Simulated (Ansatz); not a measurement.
# YHf2O2: the cost of one run

Program: Ansatz 0.2.0. Level of theory: DFT PBE, scalar-relativistic, plane waves, PAW. These are calculated values, not measurements.

### 1 The system as given

Symmetry: Pn-3m, No. 224, cubic system. The conventional cell has a = 5.450 Å, b = 5.450 Å, c = 5.450 Å, α = 90.00°, β = 90.00°, γ = 90.00°. Around Y (site symmetry -43m) lie 4 Hf at 2.36 Å and 4 O at 2.36 Å. Hf (site symmetry -3m) is surrounded by 2 Y at 2.36 Å. Around O (site symmetry -3m) lie 2 Y at 2.36 Å.

Coordinates:

```
CELL_PARAMETERS angstrom
5.45011 0.00000 0.00000
0.00000 5.45011 0.00000
0.00000 0.00000 5.45011
ATOMIC_POSITIONS crystal
Y 0.00000 0.00000 0.00000
Y 0.50000 0.50000 0.50000
Hf 0.75000 0.75000 0.75000
Hf 0.25000 0.25000 0.75000
Hf 0.25000 0.75000 0.25000
Hf 0.75000 0.25000 0.25000
O 0.25000 0.25000 0.25000
O 0.75000 0.75000 0.25000
O 0.75000 0.25000 0.75000
O 0.25000 0.75000 0.75000
```

Recipe of the guess: random cell by space group and Wyckoff sites (Pn-3m, No. 224). Lengths come from tabulated atomic sizes and are only a guess.

### 2 Probe: one point on a coarse mesh

Contents of input.yaml:

```yaml
crystal:
  lattice:
    - [5.45011002, 0.0, 0.0]
    - [0.0, 5.45011002, 0.0]
    - [0.0, 0.0, 5.45011002]
  atoms:
    - { symbol: "Y", position: [0.0, 0.0, 0.0] }
    - { symbol: "Y", position: [0.5, 0.5, 0.5] }
    - { symbol: Hf, position: [0.75, 0.75, 0.75] }
    - { symbol: Hf, position: [0.25, 0.25, 0.75] }
    - { symbol: Hf, position: [0.25, 0.75, 0.25] }
    - { symbol: Hf, position: [0.75, 0.25, 0.25] }
    - { symbol: O, position: [0.25, 0.25, 0.25] }
    - { symbol: O, position: [0.75, 0.75, 0.25] }
    - { symbol: O, position: [0.75, 0.25, 0.75] }
    - { symbol: O, position: [0.25, 0.75, 0.75] }
basis:
  ecutwfc: 420
kpoints:
  mp_grid: { grid: [4, 4, 4] }
hamiltonian:
  xc: pbe
scf:
  occupations: { method: gaussian, width: 0.1 }
  lower_state_search: "off"
output:
  forces: true
  stress: true
  eigenvalues: true
```

On the command line:

```bash
ansatz run input.yaml --threads 1 --pin off --max-ram 2560MiB --backend cpu --events-out ev --progress --plain --runs-dir out
```

What time and memory should one allow on 1 thread of Intel Xeon Platinum 8259CL at 2.50GHz (Skylake/Cascade Lake), shared host?

About 10 s, with a peak of 0.56 GiB.
